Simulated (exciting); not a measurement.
MgPd:

```
Pd Mg
1.0
     3.16000    0.00000    0.00000
     0.00000    3.16000    0.00000
     0.00000    0.00000    3.16000
Pd Mg
1 1
Direct
  0.50000 0.50000 0.50000
  0.00000 0.00000 0.00000
```

| Item | Value |
| --- | --- |
| Program | exciting (release sodium) |
| Task | single point |
| Functional | PBEsol |
| Potentials or basis | all-electron LAPW+lo, shipped species files, valence relativity iora* |
| rgkmax | 7.8 |
| k mesh | 8 × 8 × 8 |
| Occupations | fermi-dirac, width 0.05 eV |
| Spin | no spin polarisation |
| gmaxvr (cutoff of density and potential) | 14 1/bohr |
| lmaxapw (and lmaxmat) | 10 |
| lmaxvr | 8 |
| nempty | 14 |
| Valence relativity | iora* |
| epsengy | 1e-05 Ha |
| epspot | 1e-05 Ha |
| maxscl | 60 |
| Muffin-tin radii | Pd 2.3, Mg 2.0 bohr |

On this cell: largest force zero by symmetry; band gap on the k mesh none (metal or under the smearing width).

The same run follows on a disturbed copy (atoms moved at random, drawn with an rms of 0.05 Å):

```
Pd Mg
1.0
     3.16000    0.00000    0.00000
     0.00000    3.16000    0.00000
     0.00000    0.00000    3.16000
Pd Mg
1 1
Direct
  0.49653 0.50663 0.49912
  0.98707 0.00356 0.00154
```

Problem. What changes?

Solution. The energy (extrapolated to zero smearing) moves by +1.1 meV/atom; largest force 0.137 eV/Å; band gap on the k mesh none (metal or under the smearing width).

Forces in eV/Å, atoms in the order of the input:
```
Pd  -0.127 -0.041  0.033
Mg   0.127  0.041 -0.033
```

Caveats: the free energy is that total less TS from the occupations.
